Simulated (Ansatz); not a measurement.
Consider vertical spin-state energies of C₃H₇ClSi, SMILES CC([SiH3])=CCl (the Python package of Ansatz (0.2.0)).

Script `run_spin.py`:
```python
"""Gap between spin states of C3H7ClSi at one geometry."""

import ansatz as az

BASIS = "6-31G*"
FUNCTIONAL = "r2scan0"


def main() -> None:
    geometry_ang = [
        ("C", (-1.3814, -0.1175, 0.3996)),
        ("C", (-0.0752, 0.154, -0.222)),
        ("Si", (1.3008, -0.6845, 0.6657)),
        ("C", (0.2506, 0.9039, -1.3197)),
        ("Cl", (-1.0038, 1.7139, -2.2595)),
        ("H", (-1.4636, 0.3183, 1.4158)),
        ("H", (-1.6494, -1.1383, 0.4026)),
        ("H", (-2.1945, 0.4482, -0.1645)),
        ("H", (2.6195, -0.3724, 0.0334)),
        ("H", (1.1073, -2.1505, 0.7115)),
        ("H", (1.3848, -0.1864, 2.0961)),
        ("H", (1.1819, 1.0561, -1.7248)),
    ]
    molecule = az.Crystal.molecule()
    for symbol, xyz in geometry_ang:
        molecule = molecule.atom(symbol, xyz)

    setup = molecule.calculation().basis(gaussian=BASIS).functional(FUNCTIONAL)
    found = {}
    for unpaired in [0, 2]:
        data = setup.spin("collinear", total=unpaired).run(threads=1, pin="off").report
        s = unpaired / 2
        found[unpaired] = data["free_energy_ev"]
        print(f"2S+1 = {unpaired + 1}: E = {found[unpaired]:.5f} eV, <S^2> = {abs(data['mean_field']['state']['spin_squared']):.3f} (pure state {s * (s + 1):.2f})")
    lowest = min(found, key=found.get)
    for unpaired, e in found.items():
        print(f"multiplicity {unpaired + 1}: {(e - found[lowest]):.3f} eV above the lowest")


if __name__ == "__main__":
    main()
```

Which spin state is lowest at this geometry, and how far above lie the others?

In order: multiplicity 1 (+0.00 eV) and multiplicity 3 (+3.46 eV), all at the one geometry.

What the script printed:

```console
$ python run_spin.py
2S+1 = 1: E = -23619.49965 eV, <S^2> = 0.000 (pure state 0.00)
2S+1 = 3: E = -23616.04239 eV, <S^2> = 2.013 (pure state 2.00)
multiplicity 1: 0.000 eV above the lowest
multiplicity 3: 3.457 eV above the lowest
```

Caveats:
- Total energies depend on the basis set; only differences at equal settings carry meaning.
- The geometry is a force-field or estimated start, not a minimum of this method, and the basis set is short of its limit. All parts are taken at fixed geometry, without zero-point energy.
- Timing: 26 s on 1 thread of Arm Neoverse V2, with other jobs on the host, peak memory 0.4 GiB.

(Lines on the test bed's own set-up are left out of the output.)
